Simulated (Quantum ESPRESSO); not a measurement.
Crystal: Ta4NiO11.

```
Ta Ni O
1.0
     0.00000    4.86715    4.86715
     4.86715    0.00000    4.86715
     4.86715    4.86715    0.00000
Ta Ni O
4 1 11
Direct
  0.63007 0.10980 0.63007
  0.63007 0.63007 0.63007
  0.10980 0.63007 0.63007
  0.63007 0.63007 0.10980
  0.00000 0.00000 0.00000
  0.25000 0.25000 0.25000
  0.84346 0.46962 0.84346
  0.84346 0.84346 0.84346
  0.46962 0.84346 0.84346
  0.84346 0.84346 0.46962
  0.30023 0.69977 0.69977
  0.69977 0.30023 0.30023
  0.69977 0.69977 0.30023
  0.30023 0.30023 0.69977
  0.30023 0.69977 0.30023
  0.69977 0.30023 0.69977
```

The cell was built by a generator and needn't be a form met in nature.

Base run:

```yaml
Program: Quantum ESPRESSO 7.5
Functional: PBE
Potentials_or_basis: SG15 PBE 1.2
Cutoff: 1197 eV
Density_cutoff: 4789 eV
k_mesh: 4 × 4 × 4
Occupations: fermi-dirac, width 0.05 eV
Spin: collinear spin, ferromagnetic start
Starting_moments: "[0.0, 0.0, 0.0, 0.0, 1.0, 0.0, 0.0, 0.0, 0.0, 0.0, 0.0, 0.0, 0.0, 0.0, 0.0, 0.0] μB"
```

Its results: band gap on the k mesh none (metal or under the smearing width); pressure -1.1 GPa; net moment 1.03 μB per cell; site moments Ta -0.00; Ni +1.03; O -0.01, +0.00, -0.00 μB; largest force 0.148 eV/Å.

Question: The run is repeated on the same cell with these changes: functional from PBE to PBEsol. What comes out?

Answer: Band gap on the k mesh none (metal or under the smearing width); pressure -5.8 GPa; net moment -0.15 μB per cell; site moments Ta +0.01; Ni +0.96; O -1.05, +0.01, -0.00 μB; largest force 0.304 eV/Å.

PBEsol binds more tightly than PBE, so the same cell stands under less pressure.

Caveats: some levels on the path didn't converge; spin-orbit coupling is left out, which moves the levels of the heavy elements; semilocal functionals often make such compounds metallic where correlation or magnetic order opens a gap, which also shifts bond lengths; a cell with one magnetic atom can't hold antiferromagnetic order, which such compounds often take (some runs); the potentials were made for another functional, which shifts forces and pressure (some runs).
